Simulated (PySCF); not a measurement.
**SnH₃⁺: a ladder of methods**

How much do the numbers for SnH₃⁺ (singlet) hang on the method? All levels run at one geometry, the PBE0 minimum.

Method: several methods, basis Sn def2-TZVP with ECP28, H def2-TZVP, scalar-relativistic core potentials, no spin–orbit coupling, density fitting; program: PySCF 2.14.0.

**1. Where the work starts**

4 atoms, charge 1, spin multiplicity 1.

Bond lengths: Sn1–H2 1.686 Å, Sn1–H3 1.686 Å, Sn1–H4 1.686 Å. Angles: H2–Sn1–H3 120.0°, H2–Sn1–H4 120.0°, H3–Sn1–H4 120.0°.

```xyz
4
charge 1 multiplicity 1
Sn    0.0000    0.0000    0.0000
H     1.6860    0.0000    0.0000
H    -0.8430    1.4601    0.0000
H    -0.8430   -1.4601    0.0000
```

**2. Fields at the lowest minimum**

The plane holds Sn1 at (0.00, 0.00), H2 at (1.69, 0.00), H3 at (-0.84, 1.46), H4 at (-0.84, -1.46) Å. Columns run from x = -2.85 to 4.05 Å, rows from y = 3.75 (top) to -3.45 Å, in steps of 0.3 Å. Electrons inside core potentials are absent.

Density (cut at 5 e/Å³):

Ten steps from '0' (0.000 e/Å³) to '9' (5.000 e/Å³), finer at the low end (step k begins (100^(k/10) - 1)/99 of the way up):
```
000000000000000000000000
000000000000000000000000
000000000000000000000000
000000000000000000000000
000000000000000000000000
000001121100000000000000
000012343210000000000000
000023565321100000000000
000124676432111000000000
000124566554322110000000
000013456776443321000000
000013469999655542100000
000012479999766753100000
000012479999766753100000
000013469999655542100000
000013456776443321000000
000124566554322110000000
000124676432111000000000
000023565321100000000000
000012343210000000000000
000001121100000000000000
000000000000000000000000
000000000000000000000000
000000000000000000000000
000000000000000000000000
```

ELF (0 where the density is under 0.005 e/Å³):

Ten even steps from '0' (0.00) to '9' (1.00):
```
000000000000000000000000
000000000000000000000000
000000000000000000000000
000000887000000000000000
000089999960000000000000
000899999983000000000000
000999999984100000000000
008999999984211100000000
008999999964333576000000
005999997423357999900000
002689842232269999980000
000245325775259999990000
000123237117259999990000
000123237117259999990000
000245325775259999990000
002689842232269999980000
005999997423357999900000
008999999964333576000000
008999999984211100000000
000999999984100000000000
000899999983000000000000
000089999960000000000000
000000887000000000000000
000000000000000000000000
000000000000000000000000
```

Electrostatic potential (cut at 20 V):

Ten steps from '0' (2.58 V) to '9' (20.00 V), finer at the low end (step k begins (100^(k/10) - 1)/99 of the way up):
```
233344444444444333322100
333444444444444443332210
344445555555554444333221
444555555555555544433322
445556666666555554443332
455566777666665555444332
455667898776666655544433
555678999877776665554433
556679999888877666554443
556678999999987766655443
556678999999988777655443
566678999999999987665544
566778999999999998765544
566778999999999998765544
566678999999999987665544
556678999999988777655443
556678999999987766655443
556679999888877666554443
555678999877776665554433
455667898776666655544433
455566777666665555444332
445556666666555554443332
444555555555555544433322
344445555555554444333221
333444444444444443332210
```

Values on the line from Sn1 (at 0) through H2 (at 1.686 Å):

```
distance (Å)  density (e/Å³)    ELF  electrostatic potential (V)
        0.76            1.96  0.282                         46.5
        0.93           0.971  0.249                         28.6
        1.10           0.841  0.674                         21.2
        1.26           0.971   0.97                         22.3
        1.43            1.31  0.998                           39
        1.60            1.99      1                          149
        1.85            1.21      1                         65.1
        2.02           0.562      1                         25.4
        2.19           0.264      1                         14.2
        2.36           0.125      1                         9.62
        2.53          0.0611      1                         7.44
        2.70          0.0305  0.998                         6.26
```

Making the fields ran for under 0.5 s (2 threads of Arm Neoverse V2, shared host).

**3. PBE0**

One driver script runs all steps and calls PySCF; scf.py shows the equivalent input of each level. Each SCF starts from the density of the minimum. The driver also runs the species with one electron less or more at the same geometry; their logs are not shown.

The input, scf.py:

```python
from pyscf import gto, scf, dft
mol = gto.M(atom='''
Sn     0.000000    -0.000000     0.000000
H      1.685994    -0.000014     0.000000
H     -0.842985     1.460120     0.000000
H     -0.843009    -1.460107    -0.000000''',
    basis={'Sn': 'def2-TZVP', 'H': 'def2-TZVP'},
    ecp={'Sn': 'def2-TZVP'},
    charge=1, spin=0)
mf = dft.RKS(mol, xc='PBE0')
mf.grids.atom_grid = (75, 302)
aux = {'Sn': 'def2-universal-JKFIT', 'H': 'def2-universal-JKFIT'}
mf = mf.density_fit(auxbasis=aux)
mf.conv_tol = 1e-08
mf.diis_space = 10
mf.max_cycle = 60
mf.verbose = 4
mf.kernel()
```

Run with:

```bash
$ OMP_NUM_THREADS=2 python axn.py task.json out
```

The program printed:

```text
init E= -215.76208396035
  HOMO = -0.591602476224928  LUMO = -0.345148188392132  gap/eV = 6.70636
cycle= 1 E= -215.76208396035  delta_E= 2.84e-14  |g|= 3.54e-06  |ddm|= 9.74e-06
  HOMO = -0.591602450862908  LUMO = -0.345147697773619  gap/eV = 6.70638
Extra cycle  E= -215.762083960351  delta_E= -1.22e-12  |g|= 3.12e-06  |ddm|= 7.88e-06
converged SCF energy = -215.762083960351
```

This level, with the species of one electron less or more, took 1.1 s.

| Quantity | Value |
| --- | --- |
| energy | -215.762084 Eh |
| one electron less (charge +2) | -215.074691 Eh (doublet, ⟨S²⟩ 0.76) |
| one electron more (charge +0) | -216.030350 Eh (doublet, ⟨S²⟩ 0.76) |
| Mulliken charge of Sn1 | +0.65 e |

**4. HF**

scf.py: that of step 3 with these lines changed.

```diff
@@ -10,2 +10 @@
-mf = dft.RKS(mol, xc='PBE0')
-mf.grids.atom_grid = (75, 302)
+mf = scf.RHF(mol)
```

The program printed:

```text
init E= -214.775806709131
  HOMO = -0.692705953997481  LUMO = -0.222684017040597  gap/eV = 12.78995
cycle= 1 E= -214.786520969269  delta_E= -0.0107  |g|= 0.0454  |ddm|= 0.511
  HOMO = -0.698171795366413  LUMO = -0.227305480777351  gap/eV = 12.81293
cycle= 2 E= -214.787250915692  delta_E= -0.00073  |g|= 0.0122  |ddm|= 0.141
  HOMO = -0.700408269353752  LUMO = -0.229273685453331  gap/eV = 12.82023
cycle= 3 E= -214.787312289027  delta_E= -6.14e-05  |g|= 0.00449  |ddm|= 0.0306
  HOMO = -0.70042518058854  LUMO = -0.229149122954675  gap/eV = 12.82407
cycle= 4 E= -214.787316323171  delta_E= -4.03e-06  |g|= 0.000247  |ddm|= 0.011
  HOMO = -0.700413798663389  LUMO = -0.229119133506067  gap/eV = 12.82458
cycle= 5 E= -214.78731635452  delta_E= -3.13e-08  |g|= 1.94e-05  |ddm|= 0.00068
  HOMO = -0.700414219145051  LUMO = -0.22911878270309  gap/eV = 12.82460
cycle= 6 E= -214.787316354679  delta_E= -1.59e-10  |g|= 2.37e-06  |ddm|= 3.71e-05
  HOMO = -0.700413835934665  LUMO = -0.229118475193371  gap/eV = 12.82460
Extra cycle  E= -214.787316354682  delta_E= -2.87e-12  |g|= 8.13e-07  |ddm|= 5.37e-06
converged SCF energy = -214.787316354682
```

This level, with the species of one electron less or more, took under 0.5 s.

| Quantity | Value |
| --- | --- |
| energy | -214.787316 Eh |
| one electron less (charge +2) | -214.123370 Eh (doublet, ⟨S²⟩ 0.78) |
| one electron more (charge +0) | -215.032850 Eh (doublet, ⟨S²⟩ 0.77) |
| Mulliken charge of Sn1 | +0.68 e |

**5. PBE**

scf.py: that of step 4 with these lines changed.

```diff
@@ -10 +10,2 @@
-mf = scf.RHF(mol)
+mf = dft.RKS(mol, xc='PBE')
+mf.grids.atom_grid = (75, 302)
```

The program printed:

```text
init E= -215.746939612547
  HOMO = -0.545577647526149  LUMO = -0.378995229316843  gap/eV = 4.53294
cycle= 1 E= -215.748400005867  delta_E= -0.00146  |g|= 0.0256  |ddm|= 0.254
  HOMO = -0.547367396329253  LUMO = -0.379178987515009  gap/eV = 4.57664
cycle= 2 E= -215.748421802084  delta_E= -2.18e-05  |g|= 0.0219  |ddm|= 0.0476
  HOMO = -0.546438804921943  LUMO = -0.378304946662005  gap/eV = 4.57516
cycle= 3 E= -215.748477974249  delta_E= -5.62e-05  |g|= 0.00205  |ddm|= 0.0255
  HOMO = -0.54642893407206  LUMO = -0.378581315305941  gap/eV = 4.56737
cycle= 4 E= -215.748479285038  delta_E= -1.31e-06  |g|= 0.000167  |ddm|= 0.00452
  HOMO = -0.546431333985261  LUMO = -0.378563804896403  gap/eV = 4.56791
cycle= 5 E= -215.74847929609  delta_E= -1.11e-08  |g|= 5.16e-06  |ddm|= 0.000363
  HOMO = -0.546432973733415  LUMO = -0.378564126287023  gap/eV = 4.56794
cycle= 6 E= -215.748479296098  delta_E= -7.36e-12  |g|= 8.04e-07  |ddm|= 6.58e-06
  HOMO = -0.546432535479219  LUMO = -0.378563787893894  gap/eV = 4.56794
Extra cycle  E= -215.748479296097  delta_E= 3.69e-13  |g|= 8.2e-07  |ddm|= 2.73e-06
converged SCF energy = -215.748479296097
```

This level, with the species of one electron less or more, took 17 s.

```
energy                        : -215.748479 Eh
one electron less (charge +2) : -215.066574 Eh (doublet, ⟨S²⟩ 0.76)
one electron more (charge +0) : -216.016117 Eh (doublet, ⟨S²⟩ 0.75)
Mulliken charge of Sn1        : +0.68 e
```

**6. B3LYP**

scf.py: that of step 5 with these lines changed.

```diff
@@ -10 +10 @@
-mf = dft.RKS(mol, xc='PBE')
+mf = dft.RKS(mol, xc='B3LYP')
```

The program printed:

```text
init E= -215.838173041388
  HOMO = -0.583995756719954  LUMO = -0.357017275801712  gap/eV = 6.17640
cycle= 1 E= -215.838721215412  delta_E= -0.000548  |g|= 0.0106  |ddm|= 0.154
  HOMO = -0.585312770616249  LUMO = -0.359442211753159  gap/eV = 6.14625
cycle= 2 E= -215.838728755641  delta_E= -7.54e-06  |g|= 0.0102  |ddm|= 0.037
  HOMO = -0.584909354136628  LUMO = -0.358589526816665  gap/eV = 6.15848
cycle= 3 E= -215.838745381481  delta_E= -1.66e-05  |g|= 0.000329  |ddm|= 0.0131
  HOMO = -0.584881180937554  LUMO = -0.358491216433444  gap/eV = 6.16038
cycle= 4 E= -215.838745417034  delta_E= -3.56e-08  |g|= 0.000111  |ddm|= 0.000882
  HOMO = -0.584887085415382  LUMO = -0.358518556407045  gap/eV = 6.15980
cycle= 5 E= -215.838745421797  delta_E= -4.76e-09  |g|= 2.51e-06  |ddm|= 0.000292
  HOMO = -0.584888321308245  LUMO = -0.358518823462571  gap/eV = 6.15983
Extra cycle  E= -215.838745421799  delta_E= -1.99e-12  |g|= 6.31e-07  |ddm|= 5.68e-06
converged SCF energy = -215.838745421799
```

This level, with the species of one electron less or more, ran for 2.5 s (2 threads of Arm Neoverse V2, shared host).

- energy: -215.838745 Eh
- one electron less (charge +2): -215.148390 Eh (doublet, ⟨S²⟩ 0.76)
- one electron more (charge +0): -216.107546 Eh (doublet, ⟨S²⟩ 0.75)
- Mulliken charge of Sn1: +0.72 e

**7. r2SCAN**

scf.py: that of step 6 with these lines changed.

```diff
@@ -10,2 +10,2 @@
-mf = dft.RKS(mol, xc='B3LYP')
-mf.grids.atom_grid = (75, 302)
+mf = dft.RKS(mol, xc='R2SCAN')
+mf.grids.atom_grid = (90, 434)
```

The program printed:

```text
init E= -215.834487203511
  HOMO = -0.559398080454093  LUMO = -0.368345113806565  gap/eV = 5.19882
cycle= 1 E= -215.83506726071  delta_E= -0.00058  |g|= 0.00722  |ddm|= 0.184
  HOMO = -0.558025716612639  LUMO = -0.367022005851507  gap/eV = 5.19748
cycle= 2 E= -215.835068957128  delta_E= -1.7e-06  |g|= 0.00642  |ddm|= 0.0128
  HOMO = -0.558255920750235  LUMO = -0.367371404496118  gap/eV = 5.19423
cycle= 3 E= -215.835074177647  delta_E= -5.22e-06  |g|= 0.00039  |ddm|= 0.00794
  HOMO = -0.558244024071716  LUMO = -0.367292838320422  gap/eV = 5.19605
cycle= 4 E= -215.835074222074  delta_E= -4.44e-08  |g|= 0.00011  |ddm|= 0.00102
  HOMO = -0.558241849211529  LUMO = -0.367306411480024  gap/eV = 5.19562
cycle= 5 E= -215.835074226363  delta_E= -4.29e-09  |g|= 2.67e-06  |ddm|= 0.000242
  HOMO = -0.55824104496423  LUMO = -0.367305259689465  gap/eV = 5.19563
Extra cycle  E= -215.835074226364  delta_E= -4.83e-13  |g|= 2.67e-06  |ddm|= 1.01e-05
converged SCF energy = -215.835074226364
```

This level, with the species of one electron less or more, took 8 s.

- energy: -215.835074 Eh
- one electron less (charge +2): -215.149763 Eh (doublet, ⟨S²⟩ 0.76)
- one electron more (charge +0): -216.108345 Eh (doublet, ⟨S²⟩ 0.76)
- Mulliken charge of Sn1: +0.69 e

**8. TPSSh**

scf.py: that of step 7 with these lines changed.

```diff
@@ -10 +10 @@
-mf = dft.RKS(mol, xc='R2SCAN')
+mf = dft.RKS(mol, xc='TPSSH')
```

The program printed:

```text
init E= -215.692409117958
  HOMO = -0.572867419876249  LUMO = -0.357594600944231  gap/eV = 5.85787
cycle= 1 E= -215.692757767545  delta_E= -0.000349  |g|= 0.0279  |ddm|= 0.0793
  HOMO = -0.572288920008197  LUMO = -0.360806936474681  gap/eV = 5.75472
cycle= 2 E= -215.692772221365  delta_E= -1.45e-05  |g|= 0.0281  |ddm|= 0.0799
  HOMO = -0.571483764654331  LUMO = -0.358789906690149  gap/eV = 5.78769
cycle= 3 E= -215.692895869524  delta_E= -0.000124  |g|= 0.00057  |ddm|= 0.0365
  HOMO = -0.571572095528939  LUMO = -0.35871875833759  gap/eV = 5.79203
cycle= 4 E= -215.69289601625  delta_E= -1.47e-07  |g|= 9.57e-05  |ddm|= 0.00142
  HOMO = -0.571583732652383  LUMO = -0.358739946038529  gap/eV = 5.79177
cycle= 5 E= -215.692896018871  delta_E= -2.62e-09  |g|= 6.45e-06  |ddm|= 0.000241
  HOMO = -0.571579737609876  LUMO = -0.358737127155719  gap/eV = 5.79174
Extra cycle  E= -215.692896018878  delta_E= -6.96e-12  |g|= 5.43e-06  |ddm|= 1.42e-05
converged SCF energy = -215.692896018878
```

This level, with the species of one electron less or more, took 7.4 s.

```
energy                        : -215.692896 Eh
one electron less (charge +2) : -215.006878 Eh (doublet, ⟨S²⟩ 0.76)
one electron more (charge +0) : -215.959654 Eh (doublet, ⟨S²⟩ 0.76)
Mulliken charge of Sn1        : +0.68 e
```

**9. B2PLYP**

scf.py: that of step 8 with these lines changed.

```diff
@@ -10,2 +10,2 @@
-mf = dft.RKS(mol, xc='TPSSH')
-mf.grids.atom_grid = (90, 434)
+mf = dft.RKS(mol, xc='0.53*HF + 0.47*B88, 0.73*LYP')
+mf.grids.atom_grid = (75, 302)
```

The program printed:

```text
init E= -215.445547883258
  HOMO = -0.62948191096704  LUMO = -0.300724680491527  gap/eV = 8.94594
cycle= 1 E= -215.44705195714  delta_E= -0.0015  |g|= 0.0138  |ddm|= 0.193
  HOMO = -0.631821100968049  LUMO = -0.304548748730235  gap/eV = 8.90553
cycle= 2 E= -215.44708888764  delta_E= -3.69e-05  |g|= 0.00344  |ddm|= 0.036
  HOMO = -0.632088883512923  LUMO = -0.304630769581641  gap/eV = 8.91059
cycle= 3 E= -215.447090734337  delta_E= -1.85e-06  |g|= 0.00141  |ddm|= 0.00399
  HOMO = -0.632054209596669  LUMO = -0.304524673067601  gap/eV = 8.91253
cycle= 4 E= -215.447091031657  delta_E= -2.97e-07  |g|= 0.000182  |ddm|= 0.00295
  HOMO = -0.632074576464047  LUMO = -0.30456468228631  gap/eV = 8.91200
cycle= 5 E= -215.447091038813  delta_E= -7.16e-09  |g|= 5.19e-06  |ddm|= 0.000203
  HOMO = -0.63207364187029  LUMO = -0.304562277535494  gap/eV = 8.91204
Extra cycle  E= -215.447091038827  delta_E= -1.32e-11  |g|= 1.37e-06  |ddm|= 1.81e-05
converged SCF energy = -215.447091038827
```

This level, with the species of one electron less or more, took 2.6 s.

```
energy                        : -215.543122 Eh
one electron less (charge +2) : -214.854551 Eh (doublet, ⟨S²⟩ 0.77)
one electron more (charge +0) : -215.808273 Eh (doublet, ⟨S²⟩ 0.76)
of which 0.27 × MP2-like term : -0.09603 Eh
```

**10. r2SCANh**

scf.py: that of step 9 with these lines changed.

```diff
@@ -10,2 +10,2 @@
-mf = dft.RKS(mol, xc='0.53*HF + 0.47*B88, 0.73*LYP')
-mf.grids.atom_grid = (75, 302)
+mf = dft.RKS(mol, xc='HYB_MGGA_XC_R2SCANH')
+mf.grids.atom_grid = (90, 434)
```

The program printed:

```text
init E= -215.823728891738
  HOMO = -0.575590976965593  LUMO = -0.356498711296046  gap/eV = 5.96180
cycle= 1 E= -215.823952648104  delta_E= -0.000224  |g|= 0.0104  |ddm|= 0.108
  HOMO = -0.574252145411726  LUMO = -0.355276141860084  gap/eV = 5.95864
cycle= 2 E= -215.82395651226  delta_E= -3.86e-06  |g|= 0.00864  |ddm|= 0.0184
  HOMO = -0.574578161615522  LUMO = -0.355750330794709  gap/eV = 5.95461
cycle= 3 E= -215.823965855817  delta_E= -9.34e-06  |g|= 0.000446  |ddm|= 0.0105
  HOMO = -0.574560831141092  LUMO = -0.355657449219488  gap/eV = 5.95666
cycle= 4 E= -215.823965917636  delta_E= -6.18e-08  |g|= 5.19e-05  |ddm|= 0.000968
  HOMO = -0.574557078771332  LUMO = -0.355658639663018  gap/eV = 5.95653
cycle= 5 E= -215.823965918465  delta_E= -8.29e-10  |g|= 2.03e-06  |ddm|= 0.000109
  HOMO = -0.574556337064284  LUMO = -0.355657958954486  gap/eV = 5.95653
Extra cycle  E= -215.823965918465  delta_E= -5.68e-14  |g|= 1.63e-06  |ddm|= 7.99e-06
converged SCF energy = -215.823965918465
```

This level, with the species of one electron less or more, ran for 7.6 s (2 threads of Arm Neoverse V2, shared host).

- energy: -215.823966 Eh
- one electron less (charge +2): -215.137322 Eh (doublet, ⟨S²⟩ 0.76)
- one electron more (charge +0): -216.097312 Eh (doublet, ⟨S²⟩ 0.76)
- Mulliken charge of Sn1: +0.67 e

**11. All levels side by side**

| level | vertical ionisation energy (eV) | vertical electron affinity (eV) | −ε(HOMO) (eV) | gap (eV) | wall time |
| --- | --- | --- | --- | --- | --- |
| PBE0 | 18.70 | 7.30 | 16.10 | 6.71 | 1.1 s |
| HF | 18.07 | 6.68 | 19.06 | 12.82 | under 0.5 s |
| PBE | 18.56 | 7.28 | 14.87 | 4.57 | 17 s |
| B3LYP | 18.79 | 7.31 | 15.92 | 6.16 | 2.5 s |
| r2SCAN | 18.65 | 7.44 | 15.19 | 5.20 | 8 s |
| TPSSh | 18.67 | 7.26 | 15.55 | 5.79 | 7.4 s |
| B2PLYP | 18.74 | 7.22 | – | – | 2.6 s |
| r2SCANh | 18.68 | 7.44 | 15.63 | 5.96 | 7.6 s |

Times are for 2 threads of Arm Neoverse V2, shared host; PBE0 starts from its own converged density, so its time is not comparable. A dash stands where a species or a free atom was not run at that level, or the quantity is not defined.

**12. Results**

```
                         quantity                           value
vertical ionisation energy, range  18.07 (HF) to 18.79 (B3LYP) eV
vertical electron affinity, range  6.68 (HF) to 7.44 (r2SCANh) eV
               orbital gap, range     4.57 (PBE) to 12.82 (HF) eV
```

The vertical ionisation energy spreads over 0.72 eV, from HF to B3LYP; without a CCSD(T) value for it there is no yardstick here.
